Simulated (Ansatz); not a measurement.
CH7BOSi, SMILES CB[SiH2]O, a rigid torsion scan

With Ansatz 0.2.0, Python API.

Notebook, run cell by cell (the value of a cell's last expression is shown):

**Cell 1**
```python
import warnings

import ansatz as az
from ase import Atoms

warnings.simplefilter('ignore', az.DeckWarning)
```

**Cell 2**
```python
atoms = Atoms(['C', 'B', 'Si', 'O', 'H', 'H', 'H', 'H', 'H', 'H', 'H'], positions=[
    [-1.0959, 1.1085, -0.1752],
    [-0.3931, 0.1934, 0.8293],
    [1.1106, -0.8504, 0.2445],
    [0.7494, -1.9035, -1.0096],
    [-0.6642, 1.1027, -1.2052],
    [-1.105, 2.2113, 0.19],
    [-2.1764, 0.8365, -0.2701],
    [-0.7233, 0.136, 1.9417],
    [1.6507, -1.62, 1.4372],
    [2.2034, 0.0517, -0.1975],
    [0.5092, -1.3232, -1.7644],
])
```

**Cell 3**
```python
# relax first, so that the scan starts from a minimum
first = (
    az.Crystal.molecule_from_ase(atoms).calculation()
    .basis(gaussian='def2-SVP')
    .functional('cam_b3lyp')
    .scf(lower_state_search='light')
    .relax(force_tolerance=0.02, max_steps=80)
)
atoms.positions = first.run(threads=1, pin='off').report['positions_ang']
```

**Cell 4**
```python
start = atoms.get_dihedral(1, 2, 3, 10)
energies = {}
for turn in range(0, 360, 40):
    turned = atoms.copy()
    turned.set_dihedral(1, 2, 3, 10, start + turn, indices=[3, 10])
    calculation = (
        az.Crystal.molecule_from_ase(turned).calculation()
        .basis(gaussian='def2-SVP')
        .functional('cam_b3lyp')
        .scf(lower_state_search='light')
    )
    energies[round((start + turn) % 360)] = calculation.run(threads=1, pin='off').report['free_energy_ev']
floor = min(energies.values())
print('dihedral B1-Si2-O3-H10 (deg)   E - E(min) (kcal/mol)')
for angle, e in sorted(energies.items()):
    print(f'{angle:8d} {23.060548 * (e - floor):14.3f}  ' + '#' * int(30 * (e - floor) / max(max(energies.values()) - floor, 1e-9)))
```
Output:
```text
dihedral B1-Si2-O3-H10 (deg)   E - E(min) (kcal/mol)
      18          0.688  ################
      58          0.281  ######
      98          0.605  ##############
     138          0.546  #############
     178          0.000
     218          0.268  ######
     258          0.955  #######################
     298          1.234  ##############################
     338          1.211  #############################
```

Reading the output:
- These settings explore the input space; basis and method may be short of convergence.
- The scan is rigid and the energies are electronic, in a modest basis. With rigid groups the curve can differ much from the relaxed path, the start wasn't checked as a minimum of this torsion, and equivalent turns needn't return to the same energy.
- The whole script took 2 min on 1 thread of Arm Neoverse V1, on a shared host, peak memory 0.27 GiB.
